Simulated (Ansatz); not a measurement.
**CH2AlOS+: one structure at several levels**

One table from this session's results is given with a row withheld; the runs are named, their logs left out.

Method: single points in def2-TZVPP; program: Ansatz 0.2.0, Gaussian basis.

Correlated methods freeze the cores. B3LYP uses VWN-RPA correlation.

## Where the work starts

SMILES `[AlH2][C+]1OS1`, 6 atoms, charge 1, spin multiplicity 1.

Atoms are counted from 1 here; the program's logs count them from 0.

Bond lengths: Al1–H5 1.575 Å, Al1–H6 1.391 Å, C2–O3 1.031 Å, C2–S4 1.408 Å, O3–S4 1.695 Å. Angles: H5–Al1–H6 136.8°, O3–C2–S4 86.6°, C2–O3–S4 56.0°, C2–S4–O3 37.4°.

Coordinates:

```xyz
6
CH2AlOS
Al   -0.3584    1.2364   -0.1997
C     0.6900   -0.9034    0.2035
O     1.1094   -1.5274    0.9092
S     0.3874   -2.0698   -0.5254
H    -1.3757    0.7871   -1.3143
H    -0.2204    2.3096    0.6740
```

The first run:

Contents of run/in.yaml:

```yaml
crystal:
  periodic: [false, false, false]
  atoms:
    - {symbol: Al, position_ang: [-0.358400, 1.236400, -0.199700]}
    - {symbol: C, position_ang: [0.690000, -0.903400, 0.203500]}
    - {symbol: O, position_ang: [1.109400, -1.527400, 0.909200]}
    - {symbol: S, position_ang: [0.387400, -2.069800, -0.525400]}
    - {symbol: H, position_ang: [-1.375700, 0.787100, -1.314300]}
    - {symbol: H, position_ang: [-0.220400, 2.309600, 0.674000]}
basis:
  gaussian: {orbitals: def2-TZVPP}
total_charge: 1
correlation: {method: ccsd_t}
output: {forces: true}
```

The command line of these runs was not kept.

Among the steps run: CCSD(T)/def2-TZVPP; PBE0-D4/def2-TZVPP; wB97M-V/def2-TZVPP; r2SCAN-D4/def2-TZVPP; PBE-D4/def2-TZVPP; B3LYP-D4/def2-TZVPP; LC-wPBE/def2-TZVPP.

One table of the session follows, with a row left open; its other results are not shown here.

```
   method  RMS force component (eV/Å)  angle to CCSD(T) forces (°)
  CCSD(T)                      13.083                    reference
  PBE0-D4                      12.566                          0.6
  wB97M-V                           ?                            ?
r2SCAN-D4                      12.675                          0.2
   PBE-D4                      12.849                          0.9
 B3LYP-D4                      12.566                          0.4
  LC-wPBE                      12.640                          1.8
```

Estimate the missing values for wB97M-V.

As computed: RMS force component (eV/Å): 12.681; angle to CCSD(T) forces (°): 0.9. In the column «RMS force component (eV/Å)» it lies between r2SCAN-D4 (12.675) and PBE-D4 (12.849).
